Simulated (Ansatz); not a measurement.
This was printed by a script on Ansatz 0.2.0, Python API, for a ladder of methods at one geometry of AlBrH₂S₂, SMILES [SH][Al]([SH])[Br]. What did the script look like? Level of theory (for the species named): r2SCAN, def2-SVP basis, multiplicity 1. The script varies functional: r2scan, lc_wpbe, blyp, pbe, r2scan0.

```xyz
6

S    -0.0077    1.7224   -1.1278
Al   -0.0054   -0.3069   -0.2212
S    -0.0165   -0.5411    2.0200
Br    0.1106   -2.2114   -1.6210
H    -1.4613    1.7707   -1.1687
H     1.4224   -0.4978    2.0727
```

Running `python run_methods.py` prints:
```text
INFO:run:functional    E (Ha)        dipole (D)   HOMO (eV)  LUMO (eV)
INFO:run:r2scan       -3613.587087     0.834      -6.451     -2.517
INFO:run:lc_wpbe      -3612.990682     0.863     -10.133      0.004
INFO:run:blyp         -3613.682208     0.795      -5.833     -2.489
INFO:run:pbe          -3612.800076     0.803      -6.090     -2.707
INFO:run:r2scan0      -3613.570193     0.887      -7.593     -1.894
```

The script that was run (others could print the same):

The script, `run_methods.py`:
```python
"""One geometry of AlBrH2S2, method by method."""

from pathlib import Path
import logging
import sys
import warnings

import ansatz as az
from ase import Atoms
import numpy as np

logging.basicConfig(stream=sys.stdout, format="%(levelname)s:%(name)s:%(message)s")
log = logging.getLogger("run")
log.setLevel(logging.INFO)

params = {
    "basis_set": "def2-SVP",
}


def main() -> None:
    warnings.simplefilter("ignore", az.DeckWarning)

    atoms = Atoms(["S", "Al", "S", "Br", "H", "H"], positions=[
        (-0.0077, 1.7224, -1.1278),
        (-0.0054, -0.3069, -0.2212),
        (-0.0165, -0.5411, 2.02),
        (0.1106, -2.2114, -1.621),
        (-1.4613, 1.7707, -1.1687),
        (1.4224, -0.4978, 2.0727),
    ])
    system = az.Crystal.molecule_from_ase(atoms)

    calc = system.calculation().basis(gaussian=params["basis_set"])

    log.info("functional    E (Ha)        dipole (D)   HOMO (eV)  LUMO (eV)")
    for name in ["r2scan", "lc_wpbe", "blyp", "pbe", "r2scan0"]:
        r = calc.functional(name).forces().orbitals().run(threads=1, runs_dir="runs").report
        lines = Path(r["orbitals_path"]).read_text().splitlines()
        field_of = lambda key: [line.split("=")[1].strip() for line in lines if line.startswith(key)]
        orbitals = [(27.211386 * float(e), s, float(n)) for e, s, n in zip(field_of("Ene="), field_of("Spin="), field_of("Occup="))]
        homo = max(e for e, _, n in orbitals if n > 0.5)
        lumo = min(e for e, _, n in orbitals if n < 0.5)
        dipole = 4.803205 * np.linalg.norm(r["charge_distribution"]["dipole_moment_e_ang"])
        log.info(f"{name:10s} {r['free_energy_ev'] / 27.211386246:14.6f} {dipole:9.3f} {homo:11.3f} {lumo:10.3f}")


if __name__ == "__main__":
    main()
```

What to keep in mind:
- Total energies depend on the basis set; only differences at equal settings carry meaning.
- The geometry is a force-field or estimated start, not a minimum of this method, and the basis set is short of its limit. A lower total doesn't mark the better method: functionals have no common bound, and MP2 and coupled cluster aren't variational.
- Levels such as HOMO and LUMO are orbital energies: with these approximate functionals they aren't the ionisation energy and electron affinity, and their gap isn't the fundamental gap.
- Timing: 21 s on 1 thread of Intel(R) Xeon(R) Platinum 8375C CPU @ 2.90GHz (Ice Lake) (shared host), peak memory 0.3 GiB.

(Lines on the test bed's own set-up are left out of the output.)
